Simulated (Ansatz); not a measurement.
# Ir6Cl in Ansatz: reference runs

Reference runs on Ir6Cl: the cell as given.

Program: Ansatz 0.2.0. These are calculated values, not measurements. Logs are shortened: lines on timing, memory, paths and dates and some standing lists are left out, and cuts for length are marked.

**1. The cell of the first run**

The cell holds a slab with vacuum, 14 atoms: a = 5.430 Å, b = 5.430 Å, c = 22.433 Å, α = 90.00°, β = 90.00°, γ = 120.00°.

**2. Single point, PBE**

The input, input.yaml:

```yaml
crystal:
  lattice:
    - [5.4297315514, 0.0, 0.0]
    - [-2.7148657757, 4.7022854592, 0.0]
    - [0.0, 0.0, 22.4333572471]
  atoms:
    - { symbol: Ir, position: [0.3333333333, 0.1666666667, 0.3566118041] }
    - { symbol: Ir, position: [0.3333333333, 0.6666666667, 0.3566118041] }
    - { symbol: Ir, position: [0.8333333333, 0.1666666667, 0.3566118041] }
    - { symbol: Ir, position: [0.8333333333, 0.6666666667, 0.3566118041] }
    - { symbol: Ir, position: [0.6666666667, 0.3333333333, 0.4554235245] }
    - { symbol: Ir, position: [0.6666666667, 0.8333333333, 0.4554235245] }
    - { symbol: Ir, position: [0.1666666667, 0.3333333333, 0.4554235245] }
    - { symbol: Ir, position: [0.1666666667, 0.8333333333, 0.4554235245] }
    - { symbol: Ir, position: [0.0, 0.5, 0.5542352449] }
    - { symbol: Ir, position: [0.0, 0.0, 0.5542352449] }
    - { symbol: Ir, position: [0.5, 0.5, 0.5542352449] }
    - { symbol: Ir, position: [0.5, 0.0, 0.5542352449] }
    - { symbol: Cl, position: [0.5, 0.0, 0.7031206731] }
    - { symbol: Cl, position: [0.3229294067, 0.2459879945, 0.7031206731] }
hamiltonian:
  xc: pbe
  pseudopotentials: { kind: paw }
kpoints:
  mp_grid: { grid: [6, 6, 1] }
scf:
  occupations: { method: fermi_dirac, width: 0.05 }
output:
  forces: true
  eigenvalues: true
efield:
  axis: 3
  dipole_correction: true
  ramp_width: 0.04
```

Potentials or basis: Ansatz PAW.

The run is started by

```bash
$ ansatz run input.yaml --threads 4 --pin off --max-ram 11264MiB --backend cpu --events-out ev --progress --plain --runs-dir out
```

What it wrote:

```text
Warning: RAYON_NUM_THREADS=4 ignored (pool sized by the plan → 4); use --threads N
Engine: ansatz 0.2.0, aarch64-unknown-linux-gnu
Pseudopotentials: kind: paw
Pseudopotential: Ir, paw, valence charge 17, recommended cutoff 420 eV (normal), Ir.paw.azcp
Pseudopotential: Cl, paw, valence charge 7, recommended cutoff 420 eV (normal), Cl.paw.azcp
Functional definition: PBE
  parameter kappa = 0.804
  parameter beta = 0.06672455060314922
  exchange = pbe_x(kappa = kappa, mu = beta*pi^2/3)
  correlation = pbe_c(beta = beta)
Crystal: 14 atoms, lattice volume = 572.772 Å³
Basis set: ecut = 420 eV, 11169 PW (Γ), exchange–correlation on 80×80×300 points (8 copies of the dense FFT grid, shifted against one another)
Bands: 131, of which v1, the nominal top of the filled ones, is band 109 counted from 1 (108 counted from 0)
Symmetry: 1 space group operations
Space group: P1 (ITA 1), of the structure as read, at distance tolerance 8.3e-5 Å
k-points: 20 of 36 (time reversal used)
Non-local potential: Ir, projectors of the file, l = 0: 3, l = 1: 2, l = 2: 2, l = 3: 1
Non-local potential: Cl, projectors of the file, l = 0: 2, l = 1: 2, l = 2: 2
PAW form: soft (Blöchl's): semilocal exchange-correlation on the pseudo side does not see the compensation charge
PAW one-centre angular grid: Ir, 590 points (default); XC on 64 Gauss nodes
PAW one-centre angular grid: Cl, 110 points (default); XC on 64 Gauss nodes
Initial density: superposition of atomic densities (neutral atoms: chi_scale 0, normalization atom), corrected by the library's trained network
Initial wavefunctions: pseudopotential atomic-orbital guess
Functional: x = pbe(κ = 0.804, μ = 0.2195149727645171), c = pbe(β = 0.06672455060314922)
SCF iter   1: F=—  HF=-145375.266621 eV  |F-HF|=—  |Δ(HF+E_count)|=         —  Δρ=6.68e-3  dr2=1.80e0  ethr=1.77e-3  p=0.006 e·Å  D=2.04e-3 V/Å  ΔV_dip=-0.05 eV  dr2_dipole=3.44e-1  V_vac-E_F(+/−)=5.21/5.26 eV  ⟨swp⟩=8.3  Hψ=11572  notcnv=0  defer=30
[... 16 lines left out ...]
E sigma→0 (E₀):  -145375.167102 eV
Entropy (-TS):   -0.141150 eV (-10.082 meV/atom)
Fermi energy:    4.785694 eV
Dipole field:    D = 0.017953 V/Å  (p = 0.056826 e·Å, saw-weighted, corrected)
Work function:   Φ+ = 4.9781 eV   Φ− = 5.3808 eV
Levels:          The Fermi level and band energies are counted from a zero that moves with the ramp; work functions are not
--- Per-component energies (eV) ---
  E_band       = -5236.638012
  E_kinetic    = 7771.305966
  E_local      = -291396.173078  (includes V_loc(G=0)·N_el)
  E_nonlocal   = 933.596356
  E_hartree    = 142024.053096
  E_xc         = -3413.714592
  E_vxc        = -3822.927804  (∫ρ·V_xc dr)
  E_paw        = -111998.642704  (= ΣΔE_a)
  E_vpaw       = -2775.698868  (= ΣTr[D̂ρ^β])
  E_aug_tail   = 0.000842  (compensation charges beyond the density's cutoff)
  E_efield     = 0.000510  (sawtooth field / dipole correction)
  E_vefield    = 5.140286  (∫n·V_field dr)
  E_ewald      = 110704.477076
  E_smearing   = -0.141150  (= −TS)
  E_closure    = -0.000000  (closes the sum)
  Σ components = -145375.237677   (vs F -145375.237677, Δ=0.00e0)
--- Forces (eV/Å), atoms counted from 1 ---
  atom   1  Ir    -0.00541688     0.00470929     0.37961226
  atom   2  Ir     0.00303017     0.00080884     0.38284429
  atom   3  Ir     0.00371357    -0.00359142     0.38005309
  atom   4  Ir     0.01109774    -0.00732868     0.37366489
  atom   5  Ir    -0.00037313    -0.00404083    -0.00402833
  atom   6  Ir     0.01533530    -0.01084292    -0.04647338
  atom   7  Ir    -0.01237071     0.00330262    -0.01759985
  atom   8  Ir    -0.00405488    -0.00069849    -0.01191177
  atom   9  Ir     0.00137093     0.00036822    -0.41562508
  atom  10  Ir    -0.01081331    -0.01516551    -0.42611741
  atom  11  Ir     0.00388906     0.01183046    -0.38193656
  atom  12  Ir     0.03626640    -0.02498617    -0.35702433
  atom  13  Cl     0.30481219    -0.21110878    -0.00355002
  atom  14  Cl    -0.34648576     0.25674265     0.14807657
  max |Σ_I F_I| component: 1.56e-5 eV/Å
--- Band table (eV; the first three rows and the last of 20) ---
  k-point 0: bands = ["-88.1431", "-88.1029", "-88.1003", "-88.0879", "-87.5727", "-87.5705", "-87.5361", "-87.5291", "-87.5277", "-87.5246", "-87.5206", "-87.5089", "-45.3317", "-45.3252", "-45.3226", "-45.1536", "-45.0613", "-45.0590", "-45.0482", "-44.8588", "-44.8560", "-44.8554", "-44.7574", "-44.7559", "-44.7549", "-44.7057", "-44.7052", "-44.6799", "-44.6783", "-44.6751", "-44.3912", "-44.3245", "-44.3110", "-44.3077", "-44.3069", "-44.3057", "-44.3012", "-44.3011", "-44.2997", "-44.2931", "-44.2821", "-44.2743", "-44.2676", "-44.2553", "-44.1622", "-44.1613", "-44.1585", "-44.1573", "-13.9929", "-9.6854", "-5.3102", "-3.3182", "-2.9379", "-2.6221", "-2.6103", "-2.6093", "-2.5959", "-2.2692", "-2.2656", "-2.2636", "-1.7312", "-1.7298", "-1.7275", "-1.4269", "-1.4247", "-1.4239", "-0.6473", "-0.2806", "0.1316", "0.1335", "0.1458", "0.7322", "0.7333", "0.7354", "0.9310", "1.0696", "1.0697", "1.2884", "1.5965", "1.5969", "1.6310", "1.6320", "1.6326", "1.9204", "1.9206", "1.9355", "1.9800", "2.1746", "2.2164", "2.3996", "3.5961", "3.6042", "3.6177", "3.6200", "3.6249", "3.6290", "3.7250", "3.7251", "3.7438", "4.5136", "4.5147", "5.0827", "5.1103", "5.1342", "5.1847", "5.2667", "5.2673", "5.2700", "5.4642", "5.4658", "5.5824", "5.7842", "5.7924", "5.8051", "5.8082", "5.8086", "5.8446", "6.3683", "6.3699", "6.3718", "6.4341", "6.4353", "6.4366", "7.9311", "7.9365", "7.9565", "8.2547", "8.2628", "8.2703", "9.0744", "9.9293"]
  k-point 1: bands = ["-88.1402", "-88.1045", "-88.1008", "-88.0887", "-87.5703", "-87.5676", "-87.5370", "-87.5311", "-87.5279", "-87.5254", "-87.5212", "-87.5099", "-45.3074", "-45.3015", "-45.2867", "-45.1444", "-45.0590", "-45.0542", "-45.0439", "-44.8834", "-44.8814", "-44.8464", "-44.7515", "-44.7344", "-44.7329", "-44.7171", "-44.7154", "-44.6650", "-44.6627", "-44.6521", "-44.3817", "-44.3309", "-44.3281", "-44.3268", "-44.3209", "-44.3199", "-44.3041", "-44.2987", "-44.2969", "-44.2893", "-44.2833", "-44.2767", "-44.2693", "-44.2571", "-44.2004", "-44.1971", "-44.1718", "-44.1678", "-13.9861", "-9.7120", "-5.0416", "-3.0485", "-2.6752", "-2.5813", "-2.5350", "-2.3830", "-2.3817", "-2.1661", "-2.0895", "-2.0853", "-1.6603", "-1.5982", "-1.5958", "-1.2952", "-1.1562", "-1.1536", "-0.6280", "-0.3166", "0.1409", "0.1456", "0.2052", "0.7324", "0.8383", "0.8508", "0.8528", "0.9239", "1.0679", "1.2808", "1.3170", "1.3304", "1.6800", "1.6998", "1.7523", "1.8154", "1.8450", "2.0050", "2.0524", "2.1424", "2.1570", "2.2905", "3.1482", "3.1784", "3.1973", "3.2934", "3.5678", "3.5768", "3.6164", "3.6287", "3.6594", "4.1261", "4.3761", "4.3830", "4.5219", "4.5938", "4.9698", "4.9773", "5.0335", "5.1436", "5.1534", "5.1603", "5.1817", "5.3533", "5.3635", "5.4745", "5.5039", "5.5209", "5.9629", "5.9651", "5.9843", "6.0592", "6.0616", "6.7722", "7.2238", "7.2313", "8.0403", "8.0461", "8.5813", "9.2231", "9.2798", "9.3214", "10.1340"]
  k-point 2: bands = ["-88.1324", "-88.1108", "-88.1011", "-88.0900", "-87.5645", "-87.5598", "-87.5398", "-87.5384", "-87.5280", "-87.5259", "-87.5227", "-87.5114", "-45.2529", "-45.2461", "-45.1789", "-45.1202", "-45.0653", "-45.0441", "-45.0347", "-44.9442", "-44.9411", "-44.8705", "-44.8191", "-44.7432", "-44.6815", "-44.6794", "-44.6272", "-44.6243", "-44.6104", "-44.5726", "-44.3837", "-44.3810", "-44.3796", "-44.3729", "-44.3618", "-44.3258", "-44.3159", "-44.3094", "-44.2987", "-44.2914", "-44.2832", "-44.2768", "-44.2712", "-44.2691", "-44.2642", "-44.2577", "-44.1985", "-44.1938", "-13.9722", "-9.7647", "-4.3052", "-2.7051", "-2.4287", "-2.3253", "-1.9847", "-1.9217", "-1.7981", "-1.7972", "-1.6779", "-1.6716", "-1.4663", "-1.2002", "-1.1994", "-0.9340", "-0.5991", "-0.4570", "-0.4436", "-0.3945", "0.1034", "0.1089", "0.1518", "0.3340", "0.4905", "0.6716", "0.6843", "0.9326", "0.9550", "1.2232", "1.2251", "1.4740", "1.5507", "1.7554", "1.7695", "1.7789", "1.8512", "1.8808", "2.0074", "2.0980", "2.1064", "2.4474", "2.5310", "2.5340", "2.5892", "2.7827", "2.8044", "2.8174", "2.8960", "3.0541", "3.1879", "3.2033", "3.5123", "3.5331", "3.9964", "4.0208", "4.0688", "4.0760", "4.4864", "4.5148", "4.5228", "4.5385", "4.7993", "4.8915", "5.0362", "5.1659", "5.1878", "5.2648", "5.5071", "5.6140", "5.8405", "5.8472", "6.0812", "7.7463", "7.8138", "7.8181", "8.2885", "8.4635", "8.4897", "9.8318", "10.1083", "10.1520", "10.7241"]
  k-point 19: bands = ["-88.1231", "-88.1199", "-88.1006", "-88.0907", "-87.5598", "-87.5498", "-87.5484", "-87.5445", "-87.5280", "-87.5260", "-87.5203", "-87.5139", "-45.2154", "-45.2100", "-45.0921", "-45.0872", "-45.0384", "-45.0304", "-45.0290", "-45.0249", "-44.9842", "-44.9780", "-44.7846", "-44.7788", "-44.6453", "-44.6445", "-44.5969", "-44.5954", "-44.4661", "-44.4629", "-44.4510", "-44.4478", "-44.4197", "-44.4185", "-44.4101", "-44.4099", "-44.3430", "-44.3294", "-44.2980", "-44.2862", "-44.2851", "-44.2830", "-44.2737", "-44.2607", "-44.2347", "-44.2339", "-44.2288", "-44.2273", "-13.9521", "-9.8440", "-3.3602", "-3.3569", "-2.1913", "-1.8268", "-1.8187", "-1.4163", "-1.4117", "-1.3866", "-1.3858", "-1.3840", "-1.3772", "-0.7865", "-0.7750", "-0.5729", "-0.5181", "-0.3987", "-0.3659", "-0.2207", "-0.2203", "0.1048", "0.1153", "0.1395", "0.1666", "0.5459", "0.5480", "1.0023", "1.0071", "1.4205", "1.4236", "1.4658", "1.4766", "1.5382", "1.5555", "1.6176", "1.8245", "1.8815", "1.8861", "1.8957", "1.8991", "1.9329", "2.0579", "2.0664", "2.0698", "2.2597", "2.4992", "2.8207", "2.8235", "3.0442", "3.1006", "3.1863", "3.1902", "3.4244", "3.4283", "3.7511", "3.7522", "3.9390", "3.9395", "4.2874", "4.2885", "4.3301", "4.3508", "4.4838", "4.4851", "5.0032", "5.1639", "5.1748", "5.5355", "5.5386", "5.8658", "5.8715", "6.9008", "6.9807", "7.9682", "7.9706", "8.6269", "8.6318", "9.3647", "9.7891", "10.2541", "10.2808", "10.3922"]
```

Run time: 39 s. Hardware: 4 threads of Arm Neoverse V1, shared host; peak memory 2.1 GiB.

What came out:

- Free energy: -145375.2377 eV
- Largest force: 0.456 eV/Å
- Band gap on the k mesh: none (metal or under the smearing width)
- Work function of the upper face: 4.98 eV
- Work function of the lower face: 5.38 eV
- Dipole across the slab: 0.057 e·Å

Forces on the atoms (eV/Å):
```
Ir  -0.005  0.005  0.380
Ir   0.003  0.001  0.383
Ir   0.004 -0.004  0.380
Ir   0.011 -0.007  0.374
Ir   0.000 -0.004 -0.004
Ir   0.015 -0.011 -0.046
Ir  -0.012  0.003 -0.018
Ir  -0.004 -0.001 -0.012
Ir   0.001  0.000 -0.416
Ir  -0.011 -0.015 -0.426
Ir   0.004  0.012 -0.382
Ir   0.036 -0.025 -0.357
Cl   0.305 -0.211 -0.004
Cl  -0.346  0.257  0.148
```

Levels at points of the mesh, in eV from the Fermi level:
```
             k point  band 106  band 107  band 108  band 109  band 110  band 111  band 112  band 113  band 114  band 115
  (0.00, 0.00, 0.00)      0.48      0.48      0.48      0.68      0.68      0.80      1.00      1.01      1.02      1.02
 (0.00, -0.50, 0.00)     -0.85     -0.85     -0.50     -0.49     -0.45     -0.43     -0.30     -0.30      0.33      0.39
 (-0.50, 0.00, 0.00)     -0.85     -0.85     -0.50     -0.49     -0.45     -0.43     -0.31     -0.30      0.38      0.40
(-0.50, -0.50, 0.00)     -0.85     -0.85     -0.50     -0.50     -0.46     -0.43     -0.30     -0.30      0.22      0.38
```

Spin-orbit coupling is left out, which matters for the levels of Ir.
